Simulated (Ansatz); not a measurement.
From input file to script: CuSe, space group P6_3/mmc in Ansatz 0.2.0.

```yaml
crystal:
  lattice:
    - [3.952, 0.0, 0.0]
    - [-1.976, 3.42253, 0.0]
    - [0.0, 0.0, 17.244]
  atoms:
    - { symbol: Cu, position: [0.3333333333333333, 0.6666666666666666, 0.1078] }
    - { symbol: Cu, position: [0.6666666666666666, 0.3333333333333333, 0.6078] }
    - { symbol: Cu, position: [0.3333333333333333, 0.6666666666666666, 0.3922] }
    - { symbol: Cu, position: [0.6666666666666666, 0.3333333333333333, 0.8922] }
    - { symbol: Cu, position: [0.3333333333333333, 0.6666666666666666, 0.75] }
    - { symbol: Cu, position: [0.6666666666666666, 0.3333333333333333, 0.25] }
    - { symbol: Se, position: [0.0, 0.0, 0.0688] }
    - { symbol: Se, position: [0.0, 0.0, 0.5688] }
    - { symbol: Se, position: [0.0, 0.0, 0.4312] }
    - { symbol: Se, position: [0.0, 0.0, 0.9312] }
    - { symbol: Se, position: [0.3333333333333333, 0.6666666666666666, 0.25] }
    - { symbol: Se, position: [0.6666666666666666, 0.3333333333333333, 0.75] }
kpoints:
  mp_grid:
    grid: [6, 6, 2]
  band_path:
    path:
      - [0.0, 0.0, 0.0]
      - [0.5, 0.0, 0.0]
      - [0.33333, 0.33333, 0.0]
      - [0.0, 0.0, 0.0]
      - [0.0, 0.0, 0.5]
    npoints: 10
hamiltonian:
  xc: lda
scf:
  n_extra_bands: 10
  occupations:
    method: fermi_dirac
    width: 0.1
output:
  eigenvalues: true
```

Script `cuse_bands.py`:
```python
"""Band structure of CuSe."""

import warnings

import ansatz as az
from ase import Atoms
import numpy as np

SETTINGS = {
    "filling": "fermi_dirac",
    "smearing_width": 0.1,
    "mesh": (6, 6, 2),
    "extra_bands": 10,
}

warnings.simplefilter("ignore", az.DeckWarning)

atoms = Atoms(
    ["Cu", "Cu", "Cu", "Cu", "Cu", "Cu", "Se", "Se", "Se", "Se", "Se", "Se"],
    scaled_positions=[
        (1 / 3, 2 / 3, 0.1078),
        (2 / 3, 1 / 3, 0.6078),
        (1 / 3, 2 / 3, 0.3922),
        (2 / 3, 1 / 3, 0.8922),
        (1 / 3, 2 / 3, 0.75),
        (2 / 3, 1 / 3, 0.25),
        (0.0, 0.0, 0.0688),
        (0.0, 0.0, 0.5688),
        (0.0, 0.0, 0.4312),
        (0.0, 0.0, 0.9312),
        (1 / 3, 2 / 3, 0.25),
        (2 / 3, 1 / 3, 0.75),
    ],
    cell=[
        (3.952, 0.0, 0.0),
        (-1.976, 3.42253, 0.0),
        (0.0, 0.0, 17.244),
    ],
    pbc=True,
)
xtal = az.Crystal.from_ase(atoms)

# vertices of the path, as fractions of the reciprocal vectors
path = [
    ("G", (0.0, 0.0, 0.0)),
    ("M", (0.5, 0.0, 0.0)),
    ("K", (0.33333, 0.33333, 0.0)),
    ("G", (0.0, 0.0, 0.0)),
    ("A", (0.0, 0.0, 0.5)),
]
job = (
    xtal.calculation()
    .occupations(SETTINGS["filling"], width=SETTINGS["smearing_width"])
    .functional(az.Functional.LDA)
    .kpoints(*SETTINGS["mesh"])
    .band_structure([point for _, point in path], intervals=10)
    .scf(extra_bands=SETTINGS["extra_bands"])
    .band_table()
)
with warnings.catch_warnings(record=True) as caught:
    warnings.simplefilter("always")
    outcome = job.run(threads=1)
print("warnings raised:", sorted(w.category.__name__ for w in caught) or "none")
report = outcome.report

print(f"free energy      {report['free_energy_ev']:.5f} eV")
print(f"per atom         {report['free_energy_ev'] / len(outcome.lattice.sites):.5f} eV")
print(f"SCF iterations   {report['n_iterations']}  (converged: {report['converged']})")

fermi = report["fermi_energy_ev"]
print("levels less the Fermi level (eV) at the first k-points (first spin channel where there are two)")
for k, levels in list(zip(report["kpoints_frac"], report["eigenvalues_ev"]))[:4]:
    print("k = ({:.3f}, {:.3f}, {:.3f})".format(*k))
    print("   ", " ".join(f"{e - fermi:.3f}" for e in levels))

bands = outcome.band_structure()
fermi = bands.fermi_energy_ev
print(f"zero of the bands: {fermi:.3f} eV, the Fermi level found on the SCF mesh")
for spin, channel in enumerate(bands.channels):
    levels = channel.eigenvalues_ev - fermi
    crossing = [b for b in range(levels.shape[1]) if levels[:, b].min() < 0 < levels[:, b].max()]
    print(f"channel {spin}: bands that cross the Fermi level on this path:", [b + 1 for b in crossing] or "none")
    shown = crossing or sorted(np.argsort(np.abs(levels).min(axis=0))[:2])
    for k, row in zip(bands.kpoints_frac, levels[:, shown]):
        print(f"{k[0]:7.3f} {k[1]:7.3f} {k[2]:7.3f}  ", " ".join(f"{e:8.3f}" for e in row))
```

```console
$ python cuse_bands.py
warnings raised: ['DeckWarning']
free energy      -71634.91109 eV
per atom         -5969.57592 eV
SCF iterations   8  (converged: True)
levels less the Fermi level (eV) at the first k-points (first spin channel where there are two)
k = (0.000, 0.000, 0.000)
    -111.347 -111.347 -111.347 -111.347 -111.314 -111.314 -69.225 -69.225 -69.225 -69.225 -69.192 -69.192 -69.192 -69.192 -69.192 -69.192 -69.192 -69.192 -69.153 -69.153 -69.153 -69.153 -68.998 -68.998 -48.495 -48.495 -48.415 -48.415 -48.410 -48.410 -48.410 -48.410 -48.387 -48.387 -48.387 -48.387 -48.249 -48.249 -48.249 -48.249 -48.247 -48.247 -48.247 [...]
k = (0.000, 0.000, -0.500)
    -111.347 -111.347 -111.347 -111.347 -111.314 -111.314 -69.225 -69.225 -69.225 -69.225 -69.192 -69.192 -69.192 -69.192 -69.192 -69.192 -69.192 -69.192 -69.153 -69.153 -69.153 -69.153 -68.998 -68.998 -48.495 -48.495 -48.415 -48.415 -48.410 -48.410 -48.410 -48.410 -48.387 -48.387 -48.387 -48.387 -48.249 -48.249 -48.249 -48.249 -48.247 -48.247 -48.247 [...]
k = (0.000, 0.167, 0.000)
    -111.347 -111.347 -111.347 -111.347 -111.314 -111.314 -69.225 -69.225 -69.225 -69.225 -69.192 -69.192 -69.192 -69.192 -69.192 -69.192 -69.192 -69.192 -69.153 -69.153 -69.153 -69.153 -68.998 -68.998 -48.495 -48.495 -48.415 -48.415 -48.411 -48.410 -48.410 -48.410 -48.387 -48.387 -48.387 -48.387 -48.249 -48.249 -48.249 -48.249 -48.247 -48.247 -48.247 [...]
k = (0.000, 0.167, -0.500)
    -111.347 -111.347 -111.347 -111.347 -111.314 -111.314 -69.225 -69.225 -69.225 -69.225 -69.192 -69.192 -69.192 -69.192 -69.192 -69.192 -69.192 -69.192 -69.153 -69.153 -69.153 -69.153 -68.998 -68.998 -48.495 -48.495 -48.415 -48.415 -48.410 -48.410 -48.410 -48.410 -48.387 -48.387 -48.387 -48.387 -48.249 -48.249 -48.249 -48.249 -48.247 -48.247 -48.247 [...]
zero of the bands: 9.663 eV, the Fermi level found on the SCF mesh
channel 0: bands that cross the Fermi level on this path: [99, 100, 101, 102, 103, 104, 105, 106]
  0.000   0.000   0.000      0.315    0.421    0.421    0.709    0.709    0.851    0.851    1.111
  0.050   0.000   0.000      0.190    0.346    0.358    0.520    0.659    0.718    0.808    1.029
  0.100   0.000   0.000     -0.179    0.047    0.184    0.272    0.385    0.520    0.683    0.894
  0.150   0.000   0.000     -0.603   -0.365   -0.064   -0.031   -0.030    0.319    0.499    0.824
[... 18 lines left out ...]
  0.267   0.267   0.000     -1.803   -1.665   -1.658   -1.558   -1.108   -0.955   -0.748   -0.528
  0.233   0.233   0.000     -1.696   -1.465   -1.460   -1.334   -0.997   -0.754   -0.751   -0.587
  0.200   0.200   0.000     -1.613   -1.228   -1.175   -1.080   -0.796   -0.665   -0.648   -0.469
  0.167   0.167   0.000     -1.340   -0.980   -0.885   -0.816   -0.619   -0.501   -0.417   -0.120
  0.133   0.133   0.000     -0.929   -0.776   -0.709   -0.447   -0.429   -0.151   -0.048    0.253
  0.100   0.100   0.000     -0.669   -0.557   -0.350   -0.135   -0.064    0.192    0.319    0.602
  0.067   0.067   0.000     -0.222   -0.147    0.073    0.235    0.283    0.460    0.610    0.882
  0.033   0.033   0.000      0.153    0.308    0.337    0.484    0.638    0.678    0.791    1.016
  0.000   0.000   0.000      0.315    0.421    0.421    0.709    0.709    0.851    0.851    1.111
  0.000   0.000   0.050      0.332    0.422    0.422    0.704    0.704    0.856    0.856    1.110
  0.000   0.000   0.100      0.379    0.426    0.426    0.692    0.692    0.868    0.868    1.107
  0.000   0.000   0.150      0.432    0.432    0.451    0.675    0.675    0.884    0.884    1.102
  0.000   0.000   0.200      0.440    0.440    0.539    0.655    0.655    0.903    0.903    1.095
  0.000   0.000   0.250      0.450    0.450    0.633    0.633    0.639    0.924    0.924    1.087
  0.000   0.000   0.300      0.462    0.462    0.611    0.611    0.747    0.944    0.944    1.077
  0.000   0.000   0.350      0.476    0.476    0.590    0.590    0.859    0.964    0.964    1.065
  0.000   0.000   0.400      0.492    0.492    0.568    0.568    0.973    0.983    0.983    1.051
  0.000   0.000   0.450      0.509    0.509    0.547    0.547    1.002    1.002    1.036    1.036
  0.000   0.000   0.500      0.528    0.528    0.528    0.528    1.020    1.020    1.020    1.020
```

Caveats:
- Total energies depend on the potentials; only differences at equal settings carry meaning.
- The run is spin-unpolarised.
- The computed bands are complete only to about 4.6 eV above the Fermi level.
- The starting cell is as deposited in a crystallographic database; the results hold for this polymorph, which needn't be the stable one.
- Levels are Kohn-Sham eigenvalues on this mesh, without spin-orbit coupling.
- Finished in 46 s on 1 thread of Arm Neoverse V2, with other jobs on the host, peak memory 0.84 GiB.

(Lines on the test bed's own set-up are left out of the output.)
